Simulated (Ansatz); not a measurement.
# WSe2: the cost of one run

Method: DFT r2SCAN, spin-orbit coupling, plane waves, PAW, and further levels as typed in the inputs, in Ansatz 0.2.0.

### Step 1. The system as given

It takes space group P-6m2 (No. 187, hexagonal). The conventional cell has a = 3.282 Å, b = 3.282 Å, c = 34.310 Å, α = 90.00°, β = 90.00°, γ = 120.00°. Se (site symmetry 3m) is surrounded by 3 W at 2.53 Å. Around W (site symmetry 3m) lie 6 Se at 2.53 Å. W (site symmetry -6m2) has 6 Se at 2.53 Å as nearest neighbours.

Coordinates:

```
Se W
1.0
     3.28200    0.00000    0.00000
    -1.64100    2.84230    0.00000
     0.00000    0.00000   34.31000
Se W
6 3
Direct
  0.66667 0.33333 0.26231
  0.66667 0.33333 0.35995
  0.33333 0.66667 0.45118
  0.33333 0.66667 0.54882
  0.66667 0.33333 0.64005
  0.66667 0.33333 0.73769
  0.33333 0.66667 0.31113
  0.66667 0.33333 0.50000
  0.33333 0.66667 0.68887
```

### Step 2. Single point: W3Se6 sheet

Input file input.yaml:

```yaml
crystal:
  lattice:
    - [3.282, 0.0, 0.0]
    - [-1.641, 2.8422953752, 0.0]
    - [0.0, 0.0, 34.31]
  atoms:
    - { symbol: Se, position: [0.6666666667, 0.3333333333, 0.2623141941] }
    - { symbol: W, position: [0.3333333333, 0.6666666667, 0.3111337802] }
    - { symbol: Se, position: [0.6666666667, 0.3333333333, 0.3599533664] }
    - { symbol: Se, position: [0.3333333333, 0.6666666667, 0.4511804139] }
    - { symbol: W, position: [0.6666666667, 0.3333333333, 0.5] }
    - { symbol: Se, position: [0.3333333333, 0.6666666667, 0.5488195861] }
    - { symbol: Se, position: [0.6666666667, 0.3333333333, 0.6400466336] }
    - { symbol: W, position: [0.3333333333, 0.6666666667, 0.6888662198] }
    - { symbol: Se, position: [0.6666666667, 0.3333333333, 0.7376858059] }
  periodic: [true, true, false]
scf:
  occupations: { method: gaussian, width: 0.01 }
  n_extra_bands: 8
output:
  eigenvalues: true
  eigenstates:
    kpoints: [[0.0, 0.0, 0.0], [0.333333, 0.333333, 0.0]]
    top_band: c4
    e_range: [-2.5, 2]
  write_density: true
  write_potential: true
  elf: true
  volumetric_format: npy
kpoints:
  mp_grid: { grid: [9, 9, 1] }
hamiltonian:
  xc: r2scan
  pseudopotentials: { kind: paw_fr }
magnetization:
  noncollinear: true
  spin_orbit: true
```

Run with:

```bash
ansatz run input.yaml --threads 4 --pin off --max-ram 14336MiB --backend cpu --events-out ev --progress --plain --runs-dir out
```

What time and memory should one allow on 4 threads of Intel Xeon 6975P-C (Granite Rapids), shared host?

About 3.1 min, with a peak of 8.1 GiB.
